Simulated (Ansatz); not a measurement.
# Hf3F2: the cost of one run

Method: DFT PBE, scalar-relativistic, plane waves, PAW, unless a step names another level, in Ansatz 0.2.0.

1 further run of the same task is left out (it didn't finish).

**1. Starting point**

It takes space group P-3m1 (No. 164, trigonal). Conventional cell: a = 3.209 Å, b = 3.209 Å, c = 10.495 Å, α = 90.00°, β = 90.00°, γ = 120.00°. Hf (site symmetry 3m) is surrounded by 3 F at 2.29 Å. Hf (site symmetry -3m) is surrounded by 12 Hf at 3.08 to 3.21 Å. Around F (site symmetry 3m) lie 3 Hf at 2.29 Å.

Coordinates:

```
CELL_PARAMETERS angstrom
3.20936 0.00000 0.00000
-1.60468 2.77938 0.00000
0.00000 0.00000 10.49545
ATOMIC_POSITIONS crystal
Hf 0.33333 0.66667 0.23438
Hf 0.66667 0.33333 0.76562
Hf 0.00000 0.00000 0.00000
F 0.66667 0.33333 0.36219
F 0.33333 0.66667 0.63781
```

It came out lowest among 34 distinct ends of the trial cells. At a tolerance of 0.05 Å it has space group P-3m1 (No. 164).

**2. A stricter relaxation, on the response runs' mesh and smearing**

Contents of input.yaml:

```yaml
crystal:
  lattice:
    - [3.2093565819, 0.0, 0.0]
    - [-1.604678291, 2.7793843297, 0.0]
    - [0.0, 0.0, 10.4954534217]
  atoms:
    - { symbol: Hf, position: [0.3333333333, 0.6666666667, 0.2343766801] }
    - { symbol: Hf, position: [0.6666666667, 0.3333333333, 0.7656233199] }
    - { symbol: Hf, position: [0.0, 0.0, 0.0] }
    - { symbol: F, position: [0.6666666667, 0.3333333333, 0.3621856798] }
    - { symbol: F, position: [0.3333333333, 0.6666666667, 0.6378143202] }
basis:
  ecutwfc: 420
kpoints:
  mp_grid: { grid: [12, 12, 4] }
hamiltonian:
  xc: pbe
scf:
  occupations: { method: gaussian, width: 0.1 }
output:
  forces: true
  stress: true
  eigenvalues: true
relax:
  adjacent_minimum: "off"
  f_tol: 0.001
  max_steps: 60
  cell: { stress_tol: 0.01 }
```

On the command line:

```
$ ansatz run input.yaml --threads 3 --pin off --max-ram 7680MiB --backend cpu --events-out ev --progress --plain --runs-dir out
```

What time and memory should one allow on 3 threads of Intel Xeon at 2.50GHz (Skylake/Cascade Lake), shared host?

About 1.8 min, with a peak of 0.64 GiB.
